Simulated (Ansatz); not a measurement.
# SnC2: the cost of one run

Computed with Ansatz 0.2.0 (DFT PBEsol, scalar-relativistic, plane waves, PAW, unless a step's input says otherwise).

### 1 The system as given

The structure is orthorhombic, space group Immm (No. 71). Conventional cell: a = 3.448 Å, b = 4.446 Å, c = 4.877 Å, α = 90.00°, β = 90.00°, γ = 90.00°. Sn (site symmetry mmm) is surrounded by 8 C at 2.39 to 2.50 Å. C (site symmetry m2m) is surrounded by 1 C at 1.14 Å.

Coordinates:

```
Sn C
1.0
    -1.72388    2.22277    2.43827
     1.72388   -2.22277    2.43827
     1.72388    2.22277   -2.43827
Sn C
1 2
Cartesian
  0.0000 0.0000 0.0000
  1.7239 1.6504 0.0000
  0.0000 0.5724 2.4383
```

This is a trial structure built by rule; it need not be a known or stable form of this composition.

(A quick probe on a coarse mesh, which set the mesh and smearing, is not shown.)

### 3 Rough relaxation on the coarse mesh

The input, input.yaml:

```yaml
crystal:
  lattice:
    - [-1.7238755, 2.2227718019, 2.4382656833]
    - [1.7238755, -2.2227718019, 2.4382656833]
    - [1.7238755, 2.2227718019, -2.4382656833]
  atoms:
    - { symbol: Sn, position: [0.0, 0.0, 0.0] }
    - { symbol: C, position: [0.37123907, 0.5, 0.87123907] }
    - { symbol: C, position: [0.62876093, 0.5, 0.12876093] }
basis:
  ecutwfc: 420
kpoints:
  mp_grid: { grid: [8, 8, 8] }
hamiltonian:
  xc: pbesol
scf:
  occupations: { method: gaussian, width: 0.1 }
output:
  forces: true
  stress: true
  eigenvalues: true
relax:
  adjacent_minimum: "off"
  f_tol: 0.05
  max_steps: 80
  cell: { stress_tol: 0.5 }
```

What time and memory should one allow on 1 thread of an Arm CPU, shared host?

About 41 s, with a peak of 0.35 GiB.
